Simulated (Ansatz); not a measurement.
# ClGeH₂S radical: one species, many methods

Aim: compute ClGeH₂S radical with functionals from several rungs and with coupled cluster. The yardstick is the atomisation energy at the CCSD(T) limit.

Program: Ansatz 0.2.0, Gaussian basis. Level of theory: functionals in def2-TZVPP, the program's frozen cores in correlated methods. These are calculated values, not measurements.

The runs, in order: LDA (SPW92), PBE-D4, revPBE-D4, BLYP-D4, r2SCAN-D4, B97M-V, PBE0-D4, B3LYP-D4, r2SCANh-D4, r2SCAN0-D4, HSE06-D4, BHLYP-D4, CAM-B3LYP-D4, LC-ωPBE, ωB97X-V, ωB97M-V, B2PLYP, PBE-QIDH; CCSD(T)/def2-SVP; CCSD(T)/def2-TZVPP; MP2/def2-QZVPP; extrapolation to the limit; RPA on PBE.

## 1. The geometry

The geometry comes from an earlier relaxation with PBE0-D4 in a triple-zeta def2 set; it is a stationary point.

5 atoms, charge 0, spin multiplicity 2.

Atoms are counted from 1 here; the program's logs count them from 0.

Bond lengths: S1–Ge2 2.217 Å, S1–H4 1.344 Å, Ge2–Cl3 2.167 Å, Ge2–H5 1.553 Å. Angles: Ge2–S1–H4 93.9°, S1–Ge2–Cl3 110.3°, S1–Ge2–H5 105.8°, Cl3–Ge2–H5 107.3°.

## 2. LDA

This LDA is Slater exchange with PW92 correlation.

File in.yaml:

```yaml
crystal:
  periodic: [false, false, false]
  atoms:
    - {symbol: S, position_ang: [-1.509889, 0.444975, 0.252908]}
    - {symbol: Ge, position_ang: [0.454465, -0.577132, 0.354024]}
    - {symbol: Cl, position_ang: [1.716849, 0.052887, -1.291114]}
    - {symbol: H, position_ang: [-1.733007, 0.086351, -1.022550]}
    - {symbol: H, position_ang: [1.121481, -0.080680, 1.665232]}
basis:
  gaussian: {orbitals: def2-TZVPP}
magnetization: {spin_polarized: true, initial_magnetization: 1}
hamiltonian: {xc: lda}
output: {orbitals: {seedname: orbitals}}
```

Further steps of the session: PBE-D4 (GGA); revPBE-D4 (GGA); BLYP-D4 (GGA); r2SCAN-D4 (meta-GGA); B97M-V (meta-GGA); PBE0-D4 (hybrid); B3LYP-D4 (hybrid); r2SCANh-D4 (hybrid); r2SCAN0-D4 (hybrid); HSE06-D4 (hybrid); BHLYP-D4 (hybrid); CAM-B3LYP-D4 (range-separated); LC-ωPBE-D4 (range-separated); ωB97X-V (range-separated); ωB97M-V (range-separated); B2PLYP (double hybrid); PBE-QIDH (double hybrid); CCSD(T) in def2-SVP; CCSD(T) in def2-TZVPP; MP2 in def2-QZVPP; RPA on PBE orbitals.

**Question.** What will the summary of the whole plan be? Wanted: atomisation energy, CCSD(T)/CBS; farthest beyond LDA; mean size of error, GGA; mean size of error, meta-GGA; mean size of error, hybrid; mean size of error, range-separated; mean size of error, double hybrid; gap, smallest and largest; T1 diagnostic.

**Answer**, as computed:

| quantity | value |
| --- | --- |
| atomisation energy, CCSD(T)/CBS | 301.8 kcal/mol |
| functionals within 3.0 kcal/mol (1.0 %) | revPBE-D4, BLYP-D4, PBE0-D4, B3LYP-D4, r2SCAN0-D4, HSE06-D4, CAM-B3LYP-D4, ωB97M-V, PBE-QIDH |
| farthest beyond LDA | B97M-V (+10.5 kcal/mol) |
| mean size of error, GGA | 3.4 kcal/mol |
| mean size of error, meta-GGA | 8.9 kcal/mol |
| mean size of error, hybrid | 3.5 kcal/mol |
| mean size of error, range-separated | 4.0 kcal/mol |
| mean size of error, double hybrid | 3.4 kcal/mol |
| gap, smallest and largest | 0.75 eV (LDA (SPW92)), 7.86 eV (LC-ωPBE) |
| T1 diagnostic | 0.0136 |
| triples share of the correlation energy | 4.2 % |

In words: LDA overbinds by 52.6 kcal/mol (17 %). PBE-D4 is off by +7.5 kcal/mol. Double hybrids carry the basis error of their MP2 part in triple zeta, and no dispersion term here, so their miss is partly the set-up's. Taken by rung, GGA functionals do best (3.4 kcal/mol on average) and meta-GGA ones worst beyond LDA (8.9 kcal/mol). The gap between the best rungs is small, so their order is not settled. Misses under about 3.0 kcal/mol are within the doubt on the reference itself, which lacks core-valence correlation, relativity and higher excitations, and its outer-core shells are covered unevenly. Hartree-Fock recovers 70 % of the binding; the rest is correlation. CCSD(T) in def2-SVP is off by -30.2 kcal/mol, more than most functionals: a good method in a small basis is no reference. Orbital gaps span 0.8 to 7.9 eV; exact exchange widens them. Correlated methods include outer-core shells of Ge, which these sets cover unevenly.
